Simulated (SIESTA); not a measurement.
Crystal: NiMoIrPdW.

```xyz
10
Lattice="2.7705 0.0000 0.0000 -1.3852 2.3993 0.0000 0.0000 0.0000 21.8812" Properties=species:S:1:pos:R:3 pbc="T T T"
Ni    0.0000    1.5995    0.9700
Ni    1.3852    0.7998   20.9101
Mo    1.3852    0.7998    7.4987
Mo    1.3852    0.7998   16.6997
Pd    0.0000    1.5995    9.7958
Pd    0.0000    1.5995   14.3810
Ir    0.0000    1.5995    5.2489
Ir    0.0000    1.5995   18.8288
W     1.3852    0.7998    2.9859
W     1.3852    0.7998   12.0872
```

The cell was built by a generator and needn't be a form met in nature.

Base run:

* Program: SIESTA 5.4.2
* Functional: PBE
* Potentials or basis: PseudoDojo 0.4 standard (PBE files)
* Basis: DZP (energy shift 0.003 Ry; two zetas on semicore shells)
* Grid cutoff: 800 Ry
* Energy shift: 0.003 Ry
* k mesh: 11 × 11 × 2
* Occupations: fermi-dirac, width 0.05 eV
* Spin: collinear spin, ferromagnetic start
* Starting moments: [1.0, 1.0, 1.0, 1.0, 0.0, 0.0, 0.6, 0.6, 0.0, 0.0] μB

Its results: band gap on the k mesh none (metal or under the smearing width); pressure 2.0 GPa; net moment 0.11 μB per cell; site moments Ni +0.04, +0.07; Mo +0.00, -0.01; Pd -0.00, +0.00; Ir -0.00, +0.00; W +0.00, -0.00 μB; largest force 0.519 eV/Å.

Question: The run is repeated on the same cell with these changes: hubbard terms from none to Ir d U = 4 eV, Mo d U = 4 eV, Ni d U = 4 eV, Pd d U = 4 eV, W d U = 4 eV. What comes out?

Answer: Band gap on the k mesh none (metal or under the smearing width); pressure -0.6 GPa; net moment 1.60 μB per cell; site moments Ni +0.44, +0.99; Mo -0.07, -0.06; Pd +0.00; Ir +0.00, +0.30; W -0.00 μB; largest force 0.624 eV/Å.

Caveats: short orbitals over semicore shells can move pressures by several GPa; the valence orbitals were made in a potential fitted to the semicore shell under them, which widens gaps by tenths of an eV or more; the basis of atomic orbitals isn't converged, which shifts pressures, moduli and gaps; the U is typed as a test and isn't derived for this compound (some runs).

Not every run made on this cell is shown here.
